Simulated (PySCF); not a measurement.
# C3H8O2Si: the cost of one run

Programs: PySCF 2.14.0, with density-fitted response routines of our own. Each step states its level of theory. These are calculated values for one molecule in the gas phase, unless marked as measured. Atoms count from 0, in the outputs and in this text.

## 1. The starting structure

14 atoms, charge 0, multiplicity 1; geometry from: GFN2-xTB.

Bonds of the start (Å): O0–C1 1.21, C1–Si2 1.92, Si2–C3 1.91, C3–C4 1.52, C4–O5 1.42, C1–H6 1.11, Si2–H7 1.47, Si2–H8 1.46, C3–H9 1.09, C3–H10 1.09, C4–H11 1.10, C4–H12 1.10, O5–H13 0.96.

## 2. TDDFT and polarisability: CAM-B3LYP/def2-SVPD

Job settings and geometry (Å):

```
{"job": {"kind": "uv", "xc": "CAM-B3LYP", "basis": "def2-SVPD", "nstates": 8, "ntriplets": 3}, "charge": 0, "multiplicity": 1}
O      1.478836     0.227881     1.633767
C      1.501571    -0.703804     0.868376
Si     0.932514    -0.619525    -0.965137
C     -0.312228     0.814302    -1.128539
C     -1.209404     0.734401     0.095593
O     -1.342848    -0.648060     0.381454
H      1.850516    -1.691516     1.242969
H      2.128336    -0.324520    -1.769333
H      0.388726    -1.926479    -1.321823
H      0.169518     1.788030    -1.181588
H     -0.901795     0.690082    -2.035757
H     -2.196967     1.183350    -0.077187
H     -0.731431     1.247139     0.938510
H     -1.756022    -0.771752     1.241771
```

Method: TDDFT CAM-B3LYP/def2-SVPD, vertical, gas phase, core orbitals frozen in the response.

Run with:

```bash
> OMP_NUM_THREADS=1 python probes_run.py task.json out
```

One launch serves the whole session: the jobs run in the order shown.

Q: Estimate the wall time and peak memory of this first job on 1 thread of Arm Neoverse N1, shared host.

About 60 s, with a peak of 0.87 GiB.
